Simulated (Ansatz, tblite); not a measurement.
# The cluster Ti₂O₃+: a ladder of methods and basis sets

The task here is to estimate one member of a computed series from the others.

Computed with Ansatz 0.2.0, Gaussian basis. Level: as each input shows.

The runs, in order: GFN1-xTB, GFN2-xTB, PBE-D4/def2-TZVP, r2SCAN-D4/def2-TZVP, B3LYP-D4/def2-TZVP, CAM-B3LYP-D4/def2-TZVP, LC-ωPBE/def2-TZVP, PBE-D4/def2-SVP, PBE0-D4/def2-SVP, CCSD(T)/def2-SVP, MP2/def2-TZVP.

4 further runs of the same task are left out: 4 set aside as unsound or not needed.

## The geometry

The doublet was relaxed beforehand with B3LYP-D4/def2-SVP. At that level it is the lowest of the isomers that a small search found.

5 atoms, charge 1, spin multiplicity 2.

Bond lengths: Ti1–O3 1.574 Å, Ti1–O4 1.901 Å, Ti1–O5 1.901 Å, Ti2–O4 1.739 Å, Ti2–O5 1.739 Å. Angles: O3–Ti1–O4 108.4°, O3–Ti1–O5 108.4°, O4–Ti1–O5 79.3°, O4–Ti2–O5 88.4°, Ti1–O4–Ti2 96.0°, Ti1–O5–Ti2 96.0°.

No spin-orbit coupling is included. The ion is computed in the gas phase, without counter-ions or solvent.

PBE0-D4/def2-TZVP was run before; its log isn't repeated, and its numbers join the tables.

Set-up of the first run:

Tight binding, by tblite at 300 K electronic temperature and without a spin-polarisation term:

```python
tblite.interface.Calculator('GFN1-xTB', numbers, positions, charge=1, uhf=1).singlepoint()
```

Tight binding, by tblite at 300 K electronic temperature and without a spin-polarisation term:

```python
tblite.interface.Calculator('GFN2-xTB', numbers, positions, charge=1, uhf=1).singlepoint()
```

start.molden holds the orbitals of an earlier run on this state, given as this run's starting guess.

File in.yaml:

```yaml
crystal:
  periodic: [false, false, false]
  atoms:
    - {symbol: Ti, position_ang: [0.487943, -0.878087, 0.286200]}
    - {symbol: Ti, position_ang: [-1.236786, 0.948472, -0.722636]}
    - {symbol: O, position_ang: [1.712564, -0.191020, 0.998178]}
    - {symbol: O, position_ang: [0.128639, 0.058023, -1.328751]}
    - {symbol: O, position_ang: [-1.092371, 0.062601, 0.767008]}
basis:
  gaussian: {orbitals: def2-TZVP, initial_orbitals: start.molden}
total_charge: 1
magnetization: {spin_polarized: true, initial_magnetization: 1}
hamiltonian: {xc: pbe, dispersion: d4}
scf: {omitted_lower_state_checks: [starts]}
output: {forces: true, orbitals: {seedname: orbitals}}
```

Command:

```sh
> ansatz run in.yaml --threads 4 --pin off --events-out ev --progress --plain --max-ram 4787MiB
```

Among the steps run: PBE-D4/def2-TZVP; r2SCAN-D4/def2-TZVP; B3LYP-D4/def2-TZVP; CAM-B3LYP-D4/def2-TZVP; LC-ωPBE/def2-TZVP; PBE-D4/def2-SVP; PBE0-D4/def2-SVP; CCSD(T)/def2-SVP; MP2/def2-TZVP.

One of the session's tables, all rows but one given; the rest of the session is left out.

It belongs to the step «Levels side by side». 

| level | HOMO (eV) | LUMO (eV) | gap (eV) |
| --- | --- | --- | --- |
| PBE-D4/def2-SVP | -9.60 | -8.51 | 1.09 |
| PBE-D4/def2-TZVP | -9.70 | -8.60 | 1.10 |
| r2SCAN-D4/def2-TZVP | -10.11 | -8.28 | 1.83 |
| B3LYP-D4/def2-TZVP | -11.12 | -7.68 | 3.44 |
| PBE0-D4/def2-SVP | -11.40 | -7.22 | 4.17 |
| PBE0-D4/def2-TZVP | ? | ? | ? |
| CAM-B3LYP-D4/def2-TZVP | -12.91 | -6.42 | 6.49 |
| LC-ωPBE/def2-TZVP | -14.22 | -4.97 | 9.25 |

**Question.** Estimate the row for PBE0-D4/def2-TZVP.

**Answer.** HOMO (eV): -11.39; LUMO (eV): -7.22; gap (eV): 4.17. In the column «HOMO (eV)» it lies between PBE0-D4/def2-SVP (-11.40) and B3LYP-D4/def2-TZVP (-11.12).
